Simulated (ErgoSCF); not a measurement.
# A workflow on GeH3 (SMILES [GeH3]), part 2 of 2

ErgoSCF 3.8. Earlier steps stand in the parts before.

## 4. The energy at UHF/aug-cc-pV(T+d)Z (run 3)

input.ego

```
set_nthreads(1)
molecule_inline
Ge     0.40553523    -0.23791652    -0.47129770
H      1.99366106     0.20711398     1.92430811
H     -1.66825022    -2.22212895    -0.00018897
H     -0.73094607     2.25293149    -1.45282144
EOF
scf.output_mulliken_pop = 1
spin_polarization = 1
charge = 0
scf.max_number_of_iterations = 70
tmpdir = "."
scf.use_diagonalization = 1
basis = "aug-cc-pV(T+d)Z"
run "HF"
```

The basis set aug-cc-pV(T+d)Z is read from a file made from the Basis Set Exchange's data (not shown).

Run with:

```console
$ ergo < input.ego
```

The log of the run:

```text
INMA ERGO version 3.8
INMA Ge (charge=32.0) 0.405535 -0.237917 -0.471298
INMA H (charge=1.0) 1.993661 0.207114 1.924308
INMA H (charge=1.0) -1.668250 -2.222129 -0.000189
INMA H (charge=1.0) -0.730946 2.252931 -1.452821
INMA  output_mulliken_pop := 1
INMA  spin_polarization := 1
INMA  charge := 0
INMA  max_number_of_iterations := 70
INMA  use_diagonalization := 1
INMA  basis := aug-cc-pV(T+d)Z
INMA Basis really set to aug-cc-pV(T+d)Z
INMA running HF
INMA Running HF
INSC SCF_general constructor, number of basis functions: 128
INSC Min internuclear distance:      2.90846 a.u.  =      1.53909 Angstrom
INSC Max internuclear distance:      4.79738 a.u.  =      2.53866 Angstrom
INSC Euclidean norm of overlap matrix =          8.73998720857  (acc 1.49e-08)
INSC Euclidean norm of invCholFactor after truncation =         57.00572735699
INSC Beginning of SCF cycle 1
INSC nuclearEnergy, energy_2el, energy = 33.632093, 181.796464, -516.818831
INSC Energy   1 =       -516.81883100906
INSC maxabs FDS-SDF (alpha) is     6.08
INSC maxabs FDS-SDF (beta ) is     5.74
INDE E_HOMO =        -10.16452429826
INDE E_LUMO =         -6.25683462207
INDE E_HOMO =        -10.28326618275
INDE E_LUMO =        -10.14672997769
INSC <S2>_exact =   0.750, <S2> =          0.75000570811
INSC Beginning of SCF cycle 2
INSC nuclearEnergy, energy_2el, energy = 33.632093, 999.674836, -2054.393805
INSC Energy   2 =      -2054.39380547282
INSC maxabs FDS-SDF (alpha) is    0.609
INSC maxabs FDS-SDF (beta ) is      0.6
INSC using DIIS to get combined Fock matrix, number of iters used for DIIS:  2
INDE E_HOMO =          0.07083748940
INDE E_LUMO =          0.14157503592
INDE E_HOMO =          0.07106071605
INDE E_LUMO =          0.07106208645
INSC <S2>_exact =   0.750, <S2> =          0.75485133297
INSC Beginning of SCF cycle 3
INSC nuclearEnergy, energy_2el, energy = 33.632093, 493.258758, -1995.570740
INSC Energy   3 =      -1995.57074029129  ( diff     58.823065181529728 )
INSC maxabs FDS-SDF (alpha) is      2.5
INSC maxabs FDS-SDF (beta ) is     2.39
INSC restarting DIIS because energy did not improve.
INSC mixing best Fock matrix so far with next one, stepLength =   0.400000
INDE E_HOMO =         -5.30951024756
INDE E_LUMO =         -2.73886548392
INDE E_HOMO =         -5.29436274440
INDE E_LUMO =         -5.02015065515
INSC <S2>_exact =   0.750, <S2> =          0.75012720339
INSC Beginning of SCF cycle 4
INSC nuclearEnergy, energy_2el, energy = 33.632093, 995.322430, -2057.280314
INSC Energy   4 =      -2057.28031444674  ( diff     -2.886508973923810 )
INSC maxabs FDS-SDF (alpha) is    0.623
INSC maxabs FDS-SDF (beta ) is    0.614
INSC mixing best Fock matrix so far with next one, stepLength =   0.400000
INSC increased steplength by factor 1.1, stepLength =   0.440000
INDE E_HOMO =         -2.40283123789
INDE E_LUMO =         -0.80733382116
INDE E_HOMO =         -2.36647309521
INDE E_LUMO =         -2.00713268956
INSC <S2>_exact =   0.750, <S2> =          0.75084635706
INSC Beginning of SCF cycle 5
INSC nuclearEnergy, energy_2el, energy = 33.632093, 982.693716, -2062.136712
INSC Energy   5 =      -2062.13671224218  ( diff     -4.856397795441808 )
INSC maxabs FDS-SDF (alpha) is    0.631
INSC maxabs FDS-SDF (beta ) is    0.622
INSC mixing best Fock matrix so far with next one, stepLength =   0.440000
INSC increased steplength by factor 1.1, stepLength =   0.484000
INDE E_HOMO =         -0.74316987177
INDE E_LUMO =         -0.11749196939
INDE E_HOMO =         -0.72653176410
INDE E_LUMO =         -0.36986514256
INSC <S2>_exact =   0.750, <S2> =          0.75377639846
INSC Beginning of SCF cycle 6
INSC nuclearEnergy, energy_2el, energy = 33.632093, 943.411653, -2070.521891
INSC Energy   6 =      -2070.52189108846  ( diff     -8.385178846280724 )
INSC maxabs FDS-SDF (alpha) is    0.566
INSC maxabs FDS-SDF (beta ) is    0.558
INSC mixing best Fock matrix so far with next one, stepLength =   0.484000
INSC increased steplength by factor 1.1, stepLength =   0.532400
INDE E_HOMO =         -0.16325481563
INDE E_LUMO =          0.01026091324
INDE E_HOMO =         -0.28953743192
INDE E_LUMO =          0.00085730995
INSC <S2>_exact =   0.750, <S2> =          0.75977081693
INSC Beginning of SCF cycle 7
INSC nuclearEnergy, energy_2el, energy = 33.632093, 884.100783, -2076.310133
INSC Energy   7 =      -2076.31013292132  ( diff     -5.788241832861786 )
INSC maxabs FDS-SDF (alpha) is    0.287
INSC maxabs FDS-SDF (beta ) is    0.285
INSC mixing best Fock matrix so far with next one, stepLength =   0.532400
INSC increased steplength by factor 1.1, stepLength =   0.585640
INDE E_HOMO =         -0.17332252750
INDE E_LUMO =          0.02501539013
INDE E_HOMO =         -0.32952359239
INDE E_LUMO =          0.02526502487
INSC <S2>_exact =   0.750, <S2> =          0.75920861183
INSC Beginning of SCF cycle 8
INSC nuclearEnergy, energy_2el, energy = 33.632093, 858.468199, -2077.060435
INSC Energy   8 =      -2077.06043546706  ( diff     -0.750302545739032 )
INSC maxabs FDS-SDF (alpha) is   0.0525
INSC maxabs FDS-SDF (beta ) is   0.0664
INSC using DIIS to get combined Fock matrix, number of iters used for DIIS:  1
INDE E_HOMO =         -0.30895060127
INDE E_LUMO =          0.02894801385
INDE E_HOMO =         -0.46028410177
INDE E_LUMO =          0.01645593777
INSC <S2>_exact =   0.750, <S2> =          0.75792353059
INSC Beginning of SCF cycle 9
INSC nuclearEnergy, energy_2el, energy = 33.632093, 850.561244, -2077.098713
INSC Energy   9 =      -2077.09871346365  ( diff     -0.038277996583020 )
INSC maxabs FDS-SDF (alpha) is   0.0422
INSC maxabs FDS-SDF (beta ) is   0.0397
INSC using DIIS to get combined Fock matrix, number of iters used for DIIS:  2
INDE E_HOMO =         -0.32900854571
INDE E_LUMO =          0.02923621595
INDE E_HOMO =         -0.47425519264
INDE E_LUMO =          0.01237189935
INSC <S2>_exact =   0.750, <S2> =          0.75721614295
INSC Beginning of SCF cycle 10
INSC nuclearEnergy, energy_2el, energy = 33.632093, 854.046039, -2077.107136
INSC Energy  10 =      -2077.10713608260  ( diff     -0.008422618955137 )
INSC maxabs FDS-SDF (alpha) is  0.00633
INSC maxabs FDS-SDF (beta ) is  0.00796
INSC using DIIS to get combined Fock matrix, number of iters used for DIIS:  3
INDE E_HOMO =         -0.32812995255
INDE E_LUMO =          0.03043252909
INDE E_HOMO =         -0.47086119942
INDE E_LUMO =          0.01803926151
INSC <S2>_exact =   0.750, <S2> =          0.75658529802
INSC Beginning of SCF cycle 11
INSC nuclearEnergy, energy_2el, energy = 33.632093, 853.359332, -2077.108377
INSC Energy  11 =      -2077.10837681827  ( diff     -0.001240735670308 )
INSC maxabs FDS-SDF (alpha) is  0.00232
INSC maxabs FDS-SDF (beta ) is  0.00191
INSC using DIIS to get combined Fock matrix, number of iters used for DIIS:  4
INDE E_HOMO =         -0.32995928120
INDE E_LUMO =          0.03045806240
INDE E_HOMO =         -0.47094244454
INDE E_LUMO =          0.01822051325
INSC <S2>_exact =   0.750, <S2> =          0.75589247833
INSC Beginning of SCF cycle 12
INSC nuclearEnergy, energy_2el, energy = 33.632093, 853.383736, -2077.108493
INSC Energy  12 =      -2077.10849349135  ( diff     -0.000116673075354 )
INSC maxabs FDS-SDF (alpha) is  0.00059
INSC maxabs FDS-SDF (beta ) is 0.000579
INSC using DIIS to get combined Fock matrix, number of iters used for DIIS:  5
INDE E_HOMO =         -0.33007322931
INDE E_LUMO =          0.03046305144
INDE E_HOMO =         -0.47075698527
INDE E_LUMO =          0.01846422198
INSC <S2>_exact =   0.750, <S2> =          0.75541569119
INSC Beginning of SCF cycle 13
INSC nuclearEnergy, energy_2el, energy = 33.632093, 853.372175, -2077.108509
INSC Energy  13 =      -2077.10850866837  ( diff     -0.000015177022760 )
INSC maxabs FDS-SDF (alpha) is 0.000155
INSC maxabs FDS-SDF (beta ) is 0.000138
INSC using DIIS to get combined Fock matrix, number of iters used for DIIS:  6
INDE E_HOMO =         -0.33008280806
INDE E_LUMO =          0.03045636207
INDE E_HOMO =         -0.47054558730
INDE E_LUMO =          0.01836539573
INSC <S2>_exact =   0.750, <S2> =          0.75529188506
INSC Beginning of SCF cycle 14
INSC nuclearEnergy, energy_2el, energy = 33.632093, 853.376569, -2077.108510
INSC Energy  14 =      -2077.10850987772  ( diff     -0.000001209347829 )
INSC maxabs FDS-SDF (alpha) is 6.69e-05
INSC maxabs FDS-SDF (beta ) is 5.81e-05
INSC using DIIS to get combined Fock matrix, number of iters used for DIIS:  7
INDE E_HOMO =         -0.33002500619
INDE E_LUMO =          0.03045763059
INDE E_HOMO =         -0.47047301971
INDE E_LUMO =          0.01834869497
INSC <S2>_exact =   0.750, <S2> =          0.75522668516
INSC Beginning of SCF cycle 15
```

Run time: 13 min. Hardware: 1 thread of Arm Neoverse V1, shared host.

The run was cut off at its time limit.

## 5. Outcome

This closing draws on all 2 parts.

```
                                 quantity                value
         run 1, UHF/cc-pVDZ: total energy       -2077.03440 Eh
        run 1, UHF/cc-pVDZ: dipole moment               0.17 D
                 run 1, UHF/cc-pVDZ: ⟨S²⟩                0.754
 run 2, UHF/aug-cc-pV(D+d)Z: total energy       -2077.03539 Eh
run 2, UHF/aug-cc-pV(D+d)Z: dipole moment               0.04 D
         run 2, UHF/aug-cc-pV(D+d)Z: ⟨S²⟩                0.755
               run 3, UHF/aug-cc-pV(T+d)Z  no result (timeout)
```

What this shows: Mulliken charges (run 1, UHF/cc-pVDZ) run from -0.09 on H2 to +0.28 on Ge1; they depend strongly on the basis. Mulliken charges (run 2, UHF/aug-cc-pV(D+d)Z) run from -0.10 on H3 to +0.31 on Ge1; in a basis this large or diffuse they mean little. 1 of the 3 runs did not end normally.
